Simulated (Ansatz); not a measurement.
# Alloy of ZnGa2O4 and ZnAl2O4 (14 of 16 Ga sites exchanged), 56 atoms

How does this alloy cell relax, and what gap do PBEsol give?

Program: Ansatz 0.2.0, PAW, plane waves. These are calculated values, not measurements.

## 1. The system as built

56 atoms (8 Zn, 14 Al, 32 O, 2 Ga); a = 8.121 Å, b = 8.121 Å, c = 8.121 Å, α = 90.00°, β = 90.00°, γ = 90.00°. All atoms were shaken off their sites by about 0.02 Å along each axis.

Steps to follow: (2) PBEsol cell relaxation at the single k point (¼, ¼, ¼), on 1 × NVIDIA H100 80GB HBM3 with 2 threads of AMD EPYC 7R13.

## 2. PBEsol relaxation of the cell and the positions

The input, in.yaml:

```yaml
crystal:
  lattice:
    - [8.120712, 0.000000, 0.000000]
    - [0.000000, 8.120712, 0.000000]
    - [0.000000, 0.000000, 8.120712]
  atoms:
    - { symbol: Zn, position: [0.875567, 0.377590, 0.377115] }
    - { symbol: Zn, position: [0.373964, 0.872117, 0.377098] }
    - { symbol: Zn, position: [0.376213, 0.369439, 0.875438] }
    - { symbol: Zn, position: [0.126692, 0.124914, 0.125128] }
    - { symbol: Zn, position: [0.876995, 0.874881, 0.873358] }
    - { symbol: Zn, position: [0.626298, 0.621361, 0.123737] }
    - { symbol: Zn, position: [0.626303, 0.123556, 0.621107] }
    - { symbol: Zn, position: [0.127879, 0.629774, 0.622357] }
    - { symbol: Al, position: [0.501381, 0.000171, 0.001858] }
    - { symbol: Al, position: [0.750925, 0.248915, 0.996197] }
    - { symbol: Al, position: [0.747005, 0.998449, 0.250108] }
    - { symbol: Al, position: [0.998636, 0.499586, 0.003968] }
    - { symbol: Al, position: [0.250149, 0.752135, 0.000227] }
    - { symbol: Al, position: [0.998650, 0.003936, 0.499949] }
    - { symbol: Al, position: [0.503150, 0.499502, 0.500245] }
    - { symbol: Al, position: [0.248641, 0.247972, 0.496114] }
    - { symbol: Al, position: [0.501320, 0.253329, 0.250996] }
    - { symbol: Al, position: [0.751413, 0.747271, 0.500999] }
    - { symbol: Al, position: [0.254532, 0.998470, 0.743653] }
    - { symbol: Al, position: [0.750477, 0.496641, 0.750610] }
    - { symbol: Al, position: [0.001020, 0.250726, 0.747433] }
    - { symbol: Al, position: [0.500782, 0.752895, 0.750388] }
    - { symbol: O, position: [0.511680, 0.012528, 0.238832] }
    - { symbol: O, position: [0.737466, 0.235801, 0.235842] }
    - { symbol: O, position: [0.514842, 0.234453, 0.015135] }
    - { symbol: O, position: [0.734583, 0.016202, 0.008041] }
    - { symbol: O, position: [0.012758, 0.511556, 0.232991] }
    - { symbol: O, position: [0.230789, 0.733886, 0.236774] }
    - { symbol: O, position: [0.015290, 0.736473, 0.013711] }
    - { symbol: O, position: [0.235124, 0.508303, 0.011454] }
    - { symbol: O, position: [0.011856, 0.011806, 0.733054] }
    - { symbol: O, position: [0.236396, 0.234655, 0.739977] }
    - { symbol: O, position: [0.013651, 0.238272, 0.509898] }
    - { symbol: O, position: [0.237298, 0.010950, 0.513344] }
    - { symbol: O, position: [0.263012, 0.264551, 0.263328] }
    - { symbol: O, position: [0.486655, 0.488966, 0.259330] }
    - { symbol: O, position: [0.487237, 0.260604, 0.489417] }
    - { symbol: O, position: [0.265698, 0.487162, 0.487770] }
    - { symbol: O, position: [0.516458, 0.511999, 0.739101] }
    - { symbol: O, position: [0.732750, 0.735677, 0.732816] }
    - { symbol: O, position: [0.513788, 0.732887, 0.517255] }
    - { symbol: O, position: [0.736773, 0.511037, 0.517922] }
    - { symbol: O, position: [0.763699, 0.763899, 0.265499] }
    - { symbol: O, position: [0.988211, 0.987777, 0.261506] }
    - { symbol: O, position: [0.987933, 0.765699, 0.486556] }
    - { symbol: O, position: [0.762313, 0.988818, 0.488112] }
    - { symbol: O, position: [0.765392, 0.264222, 0.764991] }
    - { symbol: O, position: [0.988790, 0.484003, 0.764536] }
    - { symbol: O, position: [0.988099, 0.261395, 0.985918] }
    - { symbol: O, position: [0.763577, 0.491150, 0.988546] }
    - { symbol: O, position: [0.263781, 0.760924, 0.763844] }
    - { symbol: O, position: [0.488973, 0.982891, 0.761676] }
    - { symbol: O, position: [0.487322, 0.764192, 0.985872] }
    - { symbol: O, position: [0.261231, 0.986992, 0.989871] }
    - { symbol: Ga, position: [0.249455, 0.498747, 0.246797] }
    - { symbol: Ga, position: [0.999831, 0.749721, 0.248327] }
  symmetry: { detect: false }
kpoints:
  mp_grid: { grid: [1, 1, 1], shift: [0.25, 0.25, 0.25] }
hamiltonian:
  xc: pbesol
scf:
  occupations: { method: fermi_dirac, width: 0.01 }
relax:
  f_tol: 0.03
  max_steps: 80
  escape_saddle: false
  adjacent_minimum: "off"
  cell: { fix: [shape] }
output:
  forces: true
  eigenvalues: true
  populations: true
```

The run is started by

```sh
ansatz run in.yaml --threads 2 --pin off --max-ram 20900MiB --runs-dir r --events-out ev --progress --plain --backend cuda --devices 0, --max-vram 18GiB
```

Q: Predict the outcome of this session. Wanted: for each run, top filled to lowest empty.

The runs gave:

```
             level        time  top filled to lowest empty (eV)
PBEsol, relaxation  18 s (GPU)                             4.77
```

```
     quantity                                                                      value
   relaxation                                           5 recorded steps, 0.88 eV gained
largest shift                                                               0.11 Å (O28)
 relaxed cell  a = 8.123 Å, b = 8.123 Å, c = 8.123 Å, α = 90.00°, β = 90.00°, γ = 90.00°
   mean bonds                                       Al–O 1.919, Ga–O 1.982, O–Zn 1.950 Å
```

The relaxation lowers the energy by 0.88 eV; the largest shift is 0.11 Å (O28), while the volume changes by +0.1 %. The mean lengths of the listed bonds run from Al–O 1.92 Å to Ga–O 1.98 Å. With one k point the spacing samples only the states that fold onto it, so it can exceed the gap over the zone.
